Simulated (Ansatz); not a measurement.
# GaF (F-43m) in Ansatz: a series of runs

The runs below take GaF through single point, equation of state, with PBE.

Everything below comes from runs of Ansatz 0.2.0. Logs are shortened: lines on timing, memory, paths and dates and some standing lists are left out, and cuts for length are marked.

### Step 1. The crystal as given

It takes space group F-43m (No. 216, cubic). The conventional cell has a = 5.692 Å, b = 5.692 Å, c = 5.692 Å, α = 90.00°, β = 90.00°, γ = 90.00°. Around Ga (site symmetry -43m) lie 4 F at 2.46 Å. F (site symmetry -43m) has 4 Ga at 2.46 Å as nearest neighbours.

The cell was built by a generator and needn't be a form met in nature.

### Step 2. Single point, PBE, 21.67 Å³/atom (volume scaled by 0.94)

Contents of input.yaml:

```yaml
crystal:
  lattice:
    - [0.0, 2.7881371661, 2.7881371661]
    - [2.7881371661, 0.0, 2.7881371661]
    - [2.7881371661, 2.7881371661, 0.0]
  atoms:
    - { symbol: Ga, position: [0.25, 0.25, 0.25] }
    - { symbol: F, position: [0.0, 0.0, 0.0] }
hamiltonian:
  xc: pbe
  pseudopotentials: { kind: paw, source: jth }
kpoints:
  mp_grid: { grid: [8, 8, 8] }
scf:
  occupations: { method: fermi_dirac, width: 0.05 }
output:
  forces: true
  stress: true
  eigenvalues: true
```

Potentials or basis: JTH PAW.

Launch:

```console
$ ansatz run input.yaml --threads 2 --pin off --max-ram 5632MiB --backend cpu --events-out ev --progress --plain --runs-dir out
```

Standard output:

```text
Warning: the checks of this Ga dataset prove no rule for summing its radial tables, as where they were carried onto another mesh than they were made on, and Gregory's rule is taken, under which a leading mesh point left out moves its sums only by what lay on the interval it spanned. That does not make them correct, and they differ from Quantum ESPRESSO's on this file; a re-export a fraction of a mesh step off can move them. hamiltonian.pseudopotentials.radial_quadrature: simpson_from_first_knot sums it by `pw.x`'s rule; on a PAW file no value gives `pw.x`'s numbers. What more to know: hamiltonian.pseudopotentials.radial_quadrature, in the input reference
Warning: the checks of this F dataset prove no rule for summing its radial tables, as where they were carried onto another mesh than they were made on, and Gregory's rule is taken, under which a leading mesh point left out moves its sums only by what lay on the interval it spanned. That does not make them correct, and they differ from Quantum ESPRESSO's on this file; a re-export a fraction of a mesh step off can move them. hamiltonian.pseudopotentials.radial_quadrature: simpson_from_first_knot sums it by `pw.x`'s rule; on a PAW file no value gives `pw.x`'s numbers. What more to know: hamiltonian.pseudopotentials.radial_quadrature, in the input reference
Warning: RAYON_NUM_THREADS=2 ignored (pool sized by the plan → 2); use --threads N
Engine: ansatz 0.2.0, x86_64-unknown-linux-gnu
Pseudopotentials: kind: paw
Pseudopotential: Ga, paw, valence charge 13, recommended cutoff 3600 eV (normal), Ga.paw.azcp
Pseudopotential: F, paw, valence charge 7, recommended cutoff 1500 eV (normal), F.paw.azcp
Functional definition: PBE
  parameter kappa = 0.804
  parameter beta = 0.06672455060314922
  exchange = pbe_x(kappa = kappa, mu = beta*pi^2/3)
  correlation = pbe_c(beta = beta)
Crystal: 2 atoms, lattice volume = 43.348 Å³
Basis set: ecut = 3600 eV, 21331 PW (Γ), exchange–correlation on 160×160×160 points (8 copies of the dense FFT grid, shifted against one another)
Bands: 14, of which v1, the nominal top of the filled ones, is band 10 counted from 1 (9 counted from 0)
Symmetry: 24 space group operations
Space group: F-43m (ITA 216), of the structure as read, at distance tolerance 3.5e-5 Å
k-points: 29 of 512 (time reversal used)
Non-local potential: Ga, projectors of the file, l = 0: 2, l = 1: 2, l = 2: 2
Non-local potential: F, projectors of the file, l = 0: 2, l = 1: 2
PAW form: soft (Blöchl's): semilocal exchange-correlation on the pseudo side does not see the compensation charge
PAW one-centre angular grid: Ga, 590 points (default); XC on 64 Gauss nodes
PAW one-centre angular grid: F, 110 points (default); XC on 64 Gauss nodes
Initial density: superposition of atomic densities (chi_scale 0.1, normalization cell, long waves kept (reshape's long-wave potential 0.03 eV rms))
Initial wavefunctions: pseudopotential atomic-orbital guess
Functional: x = pbe(κ = 0.804, μ = 0.2195149727645171), c = pbe(β = 0.06672455060314922)
SCF iter   1: F=—  HF=-4592.730525 eV  |F-HF|=—  |Δ(HF+E_count)|=         —  Δρ=1.92e-1  dr2=1.46e1  ethr=3.10e-3  ⟨swp⟩=8.1  Hψ=2885  notcnv=0
preconditioner: auto → none  [insulator: Δε(μ)=0.470 eV  Ē_g=17.874 eV  σ=0.050 eV  W_gap=0.68  n_scr=14 (ndim 8)  ℏωp=25.2 eV  f_vac=0.070  D(μ)=0.18/eV (n_scr^D=0)  ε∞_Penn≈3.0]
SCF iter   2: F=—  HF=-4593.172558 eV  |F-HF|=—  |Δ(HF+E_count)|=   4.42e-1  Δρ=1.88e-1  dr2=1.06e1  ethr=3.10e-3  ⟨swp⟩=3.8  Hψ=1358  notcnv=0
SCF iter   3: F=—  HF=-4589.830070 eV  |F-HF|=—  |Δ(HF+E_count)|=    3.34e0  Δρ=3.46e-2  dr2=4.85e-1  ethr=3.10e-3  ⟨swp⟩=3.0  Hψ=1145  notcnv=0
SCF iter   4: F=—  HF=-4589.768124 eV  |F-HF|=—  |Δ(HF+E_count)|=   6.19e-2  Δρ=2.46e-2  dr2=2.24e-1  ethr=2.42e-3  ⟨swp⟩=2.0  Hψ=1044  notcnv=0
SCF iter   5: F=—  HF=-4589.724827 eV  |F-HF|=—  |Δ(HF+E_count)|=   4.33e-2  Δρ=6.52e-3  dr2=1.74e-2  ethr=1.12e-3  ⟨swp⟩=2.0  Hψ=746  notcnv=0
SCF iter   6: F=—  HF=-4589.722076 eV  |F-HF|=—  |Δ(HF+E_count)|=   2.75e-3  Δρ=2.25e-3  dr2=2.42e-3  ethr=8.71e-5  ⟨swp⟩=3.0  Hψ=757  notcnv=0
SCF iter   7: F=—  HF=-4589.721698 eV  |F-HF|=—  |Δ(HF+E_count)|=   3.78e-4  Δρ=7.46e-4  dr2=2.73e-4  ethr=1.21e-5  ⟨swp⟩=2.0  Hψ=459  notcnv=0
SCF iter   8: F=—  HF=-4589.721642 eV  |F-HF|=—  |Δ(HF+E_count)|=   5.63e-5  Δρ=1.05e-4  dr2=5.55e-6  ethr=1.36e-6  ⟨swp⟩=2.1  Hψ=493  notcnv=0
SCF iter   9: F=—  HF=-4589.721673 eV  |F-HF|=—  |Δ(HF+E_count)|=   3.17e-5  Δρ=2.08e-5  dr2=2.31e-7  ethr=2.77e-8  ⟨swp⟩=2.0  Hψ=510  notcnv=0
SCF iter  10: F=-4589.721673 eV  HF=-4589.721673 eV  |F-HF|=1.80e-10  |Δ(HF+E_count)|=   5.31e-8  Δρ=9.18e-7  dr2=3.47e-10  ethr=5.00e-10  ⟨swp⟩=5.0  Hψ=1979  notcnv=0
SCF 1 converged in 10 iterations: F = -4589.721673 eV  dr2 = 3.47e-10
SCF converged after 10 iterations
Free energy (F): -4589.721673 eV
Harris-Foulkes:  -4589.721673 eV  (|F-HF|=1.80e-10)
Internal energy: -4589.721673 eV  (E = F + TS)
E sigma→0 (E₀):  -4589.721673 eV
Fermi energy:    4.390364 eV
--- Per-component energies (eV) ---
  E_band       = -142.187998
  E_kinetic    = 390.600489
  E_local      = -2606.081486  (includes V_loc(G=0)·N_el)
  E_nonlocal   = 169.896684
  E_hartree    = 995.734733
  E_xc         = -134.554148
  E_vxc        = -172.881208  (∫ρ·V_xc dr)
  E_paw        = -1926.363927  (= ΣΔE_a)
  E_vpaw       = 84.807412  (= ΣTr[D̂ρ^β])
  E_aug_tail   = 0.000006  (compensation charges beyond the density's cutoff)
  E_ewald      = -1478.954024
  E_smearing   = -0.000000  (= −TS)
  E_closure    = 0.000000  (closes the sum)
  Σ components = -4589.721673   (vs F -4589.721673, Δ=0.00e0)
--- Forces (eV/Å), atoms counted from 1 ---
  atom   1  Ga     0.00000000    -0.00000000    -0.00000000
  atom   2  F     -0.00000000     0.00000000    -0.00000000
  max |Σ_I F_I| component: 2.59e-16 eV/Å
--- Stress (GPa, compression-positive) ---
        1.846871       0.000000       0.000000
       -0.000000       1.846871       0.000000
        0.000000       0.000000       1.846871
  P = ⅓ Tr σ = 1.8469 GPa (18.469 kbar)
--- Band table (eV; the first three rows and the last of 29) ---
  k-point 0: bands = ["-18.9459", "-10.2568", "-10.2568", "-10.2568", "-10.2270", "-10.2270", "-0.8537", "-0.3493", "-0.3493", "-0.3493", "9.9168", "9.9168", "9.9168", "13.5364"]
  k-point 1: bands = ["-18.9381", "-10.2542", "-10.2542", "-10.2497", "-10.2270", "-10.2270", "-1.3403", "-0.3735", "-0.3735", "0.2605", "8.9869", "9.9206", "9.9206", "14.3490"]
  k-point 2: bands = ["-18.9191", "-10.2497", "-10.2497", "-10.2317", "-10.2251", "-10.2251", "-1.8536", "-0.4306", "-0.4306", "1.1077", "7.5237", "9.9054", "9.9054", "14.4421"]
  k-point 28: bands = ["-18.8752", "-10.2393", "-10.2377", "-10.2230", "-10.2180", "-10.1883", "-2.0861", "-0.9786", "-0.8803", "3.3320", "6.4918", "7.6543", "8.7280", "13.1647"]
```

Run time: 24 s. Hardware: 2 threads of Intel Xeon Platinum 8259CL at 2.50GHz (Skylake/Cascade Lake), shared host; peak memory 1.1 GiB.

What came out:

```yaml
Free_energy: -4589.7217 eV
Pressure: 1.8 GPa
Band_gap_on_the_k_mesh: 2.01 eV, indirect (least direct gap 2.02 eV)
```

### Step 3. Single point, PBE, 22.14 Å³/atom (volume scaled by 0.96)

input.yaml, as its differences from that of step 2:

```diff
@@ -2,5 +2,5 @@
   lattice:
-    - [0.0, 2.7881371661, 2.7881371661]
-    - [2.7881371661, 0.0, 2.7881371661]
-    - [2.7881371661, 2.7881371661, 0.0]
+    - [0.0, 2.8077725818, 2.8077725818]
+    - [2.8077725818, 0.0, 2.8077725818]
+    - [2.8077725818, 2.8077725818, 0.0]
   atoms:
```

Potentials or basis: JTH PAW.

Launch:

```console
$ ansatz run input.yaml --threads 2 --pin off --max-ram 5632MiB --backend cpu --events-out ev --progress --plain --runs-dir out
```

Run time: 24 s. Hardware: 2 threads of Intel Xeon Platinum 8259CL at 2.50GHz (Skylake/Cascade Lake), shared host; peak memory 1.2 GiB.

The run converged. Its results:

```
Free energy            : -4589.7303 eV
Pressure               : 1.2 GPa
Band gap on the k mesh : 2.10 eV, indirect (least direct gap 2.11 eV)
```

### Step 4. Single point, PBE, 22.60 Å³/atom (volume scaled by 0.98)

input.yaml, as its differences from that of step 3:

```diff
@@ -2,5 +2,5 @@
   lattice:
-    - [0.0, 2.8077725818, 2.8077725818]
-    - [2.8077725818, 0.0, 2.8077725818]
-    - [2.8077725818, 2.8077725818, 0.0]
+    - [0.0, 2.8271371425, 2.8271371425]
+    - [2.8271371425, 0.0, 2.8271371425]
+    - [2.8271371425, 2.8271371425, 0.0]
   atoms:
```

Launch:

```console
$ ansatz run input.yaml --threads 2 --pin off --max-ram 5632MiB --backend cpu --events-out ev --progress --plain --runs-dir out
```

Wall time 32 s (2 threads of Intel Xeon Platinum 8259CL at 2.50GHz (Skylake/Cascade Lake), shared host); peak memory 1.1 GiB.

Results (log left out):

```yaml
Free_energy: -4589.7352 eV
Pressure: 0.6 GPa
Band_gap_on_the_k_mesh: 2.19 eV, indirect (least direct gap 2.20 eV)
```

### Step 5. Single point, PBE, 23.06 Å³/atom

input.yaml, as its differences from that of step 4:

```diff
@@ -2,5 +2,5 @@
   lattice:
-    - [0.0, 2.8271371425, 2.8271371425]
-    - [2.8271371425, 0.0, 2.8271371425]
-    - [2.8271371425, 2.8271371425, 0.0]
+    - [0.0, 2.84624, 2.84624]
+    - [2.84624, 0.0, 2.84624]
+    - [2.84624, 2.84624, 0.0]
   atoms:
```

Launch:

```console
$ ansatz run input.yaml --threads 2 --pin off --max-ram 5632MiB --backend cpu --events-out ev --progress --plain --runs-dir out
```

It took 35 s on 2 threads of Intel Xeon Platinum 8259CL at 2.50GHz (Skylake/Cascade Lake), shared host; peak memory 1.2 GiB.

It converged, with:

```
Free energy            : -4589.7368 eV
Pressure               : 0.0 GPa
Band gap on the k mesh : 2.27 eV, indirect (least direct gap 2.28 eV)
```

### Step 6. Single point, PBE, 23.52 Å³/atom (volume scaled by 1.02)

input.yaml, as its differences from that of step 5:

```diff
@@ -2,5 +2,5 @@
   lattice:
-    - [0.0, 2.84624, 2.84624]
-    - [2.84624, 0.0, 2.84624]
-    - [2.84624, 2.84624, 0.0]
+    - [0.0, 2.8650898209, 2.8650898209]
+    - [2.8650898209, 0.0, 2.8650898209]
+    - [2.8650898209, 2.8650898209, 0.0]
   atoms:
```

Potentials or basis: JTH PAW.

Launch:

```console
$ ansatz run input.yaml --threads 2 --pin off --max-ram 5632MiB --backend cpu --events-out ev --progress --plain --runs-dir out
```

Wall time 28 s (2 threads of Intel Xeon Platinum 8259CL at 2.50GHz (Skylake/Cascade Lake), shared host); peak memory 1.2 GiB.

The run converged. Its results:

- Free energy: -4589.7354 eV
- Pressure: -0.5 GPa
- Band gap on the k mesh: 2.35 eV, indirect (least direct gap 2.36 eV)

### Step 7. Single point, PBE, 23.98 Å³/atom (volume scaled by 1.04)

input.yaml, as its differences from that of step 6:

```diff
@@ -2,5 +2,5 @@
   lattice:
-    - [0.0, 2.8650898209, 2.8650898209]
-    - [2.8650898209, 0.0, 2.8650898209]
-    - [2.8650898209, 2.8650898209, 0.0]
+    - [0.0, 2.8836948215, 2.8836948215]
+    - [2.8836948215, 0.0, 2.8836948215]
+    - [2.8836948215, 2.8836948215, 0.0]
   atoms:
```

Launch:

```console
$ ansatz run input.yaml --threads 2 --pin off --max-ram 5632MiB --backend cpu --events-out ev --progress --plain --runs-dir out
```

It took 26 s on 2 threads of Intel Xeon Platinum 8259CL at 2.50GHz (Skylake/Cascade Lake), shared host; peak memory 1.2 GiB.

Results (log left out):

* Free energy: -4589.7312 eV
* Pressure: -0.9 GPa
* Band gap on the k mesh: 2.42 eV, indirect (least direct gap 2.44 eV)

### Step 8. Single point, PBE, 24.44 Å³/atom (volume scaled by 1.06)

input.yaml, as its differences from that of step 7:

```diff
@@ -2,5 +2,5 @@
   lattice:
-    - [0.0, 2.8836948215, 2.8836948215]
-    - [2.8836948215, 0.0, 2.8836948215]
-    - [2.8836948215, 2.8836948215, 0.0]
+    - [0.0, 2.9020627997, 2.9020627997]
+    - [2.9020627997, 0.0, 2.9020627997]
+    - [2.9020627997, 2.9020627997, 0.0]
   atoms:
```

Launch:

```console
$ ansatz run input.yaml --threads 2 --pin off --max-ram 5632MiB --backend cpu --events-out ev --progress --plain --runs-dir out
```

Wall time 27 s (2 threads of Intel Xeon Platinum 8259CL at 2.50GHz (Skylake/Cascade Lake), shared host); peak memory 1.3 GiB.

It converged, with:

| Item | Value |
| --- | --- |
| Free energy | -4589.7246 eV |
| Pressure | -1.3 GPa |
| Band gap on the k mesh | 2.49 eV, indirect (least direct gap 2.51 eV) |

### Step 9. Equation of state, PBE

Potentials or basis: JTH PAW.

No new run: the results of the series are fitted here.

Results:

```
Equilibrium volume                      : 23.06 Å³/atom
Bulk modulus                            : 26 GPa
Pressure derivative of the bulk modulus : 4.3
```

Energy against volume, from the lowest point:
```
volume (Å³/atom)  energy (meV/atom)
          21.674               7.56
          22.135               3.24
          22.596               0.79
          23.058               0.00
          23.519               0.72
          23.980               2.79
          24.441               6.08
```
